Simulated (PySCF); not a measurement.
# C6H7FS: the cost of one run

Computed with PySCF 2.14.0 and routines of our own; the level stands in each step. Atoms count from 0.

## 1. The system as given

15 atoms, charge 0, multiplicity 1; geometry from: GFN2-xTB.

## 2. Magnetic properties: GIAO HF/pcSseg-1

What the job is given:

```
{"job": {"kind": "mag", "xc": "HF", "basis": "pcSseg-1", "isotopologues": 2}, "charge": 0, "multiplicity": 1}
F      2.966594     0.810646     0.121011
C      2.147179    -0.221639    -0.161111
C      0.834619    -0.079953    -0.181061
C      0.078894     1.187365     0.109372
C     -1.303570     0.711887     0.562190
C     -1.463743    -0.665214     0.002673
S     -2.855363    -1.486783    -0.071192
C     -0.140698    -1.182461    -0.470864
H      2.692210    -1.130975    -0.363658
H     -0.002811     1.777391    -0.807477
H      0.585736     1.799095     0.854311
H     -2.115815     1.368718     0.250576
H     -1.350843     0.640955     1.653579
H      0.116343    -2.122226     0.022496
H     -0.193147    -1.398815    -1.542760
```

Level: GIAO HF/pcSseg-1 magnetisability, rotational g tensor and spin-rotation constants, non-relativistic, gas phase.

On the command line:

```bash
$ OMP_NUM_THREADS=1 python excited_run.py task.json out
```

The driver reads the jobs from task.json and runs them one after another.

Q: Estimate the wall time and peak memory of this first job on 1 thread of Arm Neoverse V1, shared host.

About 19 s, with a peak of 0.8 GiB.
